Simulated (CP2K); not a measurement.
Crystal: SiSe.

```
CELL_PARAMETERS angstrom
3.59520 0.00000 0.00000
-1.79760 3.11353 0.00000
0.00000 0.00000 3.59873
ATOMIC_POSITIONS crystal
Si 0.66667 0.33333 0.50000
Se 0.00000 0.00000 0.00000
```

The cell was built by a generator and needn't be a form met in nature.

Program: CP2K 2026.2. Alike in all runs: task band structure; potentials or basis POTENTIAL_UZH Si GTH-PBE-q4, Se GTH-PBE-q6; TZVP-MOLOPT-PBE-GTH basis; no spin polarisation; cell as given; k mesh 9 × 9 × 7; smearing fermi-dirac 0.05 eV.

Order these runs on this cell by their pressure, lowest first.
A. level BLYP
B. level PBEsol
C. level PW91

B (-1.4 GPa), C (1.4 GPa), A (7.0 GPa).

Caveats: the potentials were made for another functional, which shifts forces and pressure; the basis of atomic orbitals isn't converged, which shifts pressures, moduli and gaps.

Runs at the PBE level aren't shown here.
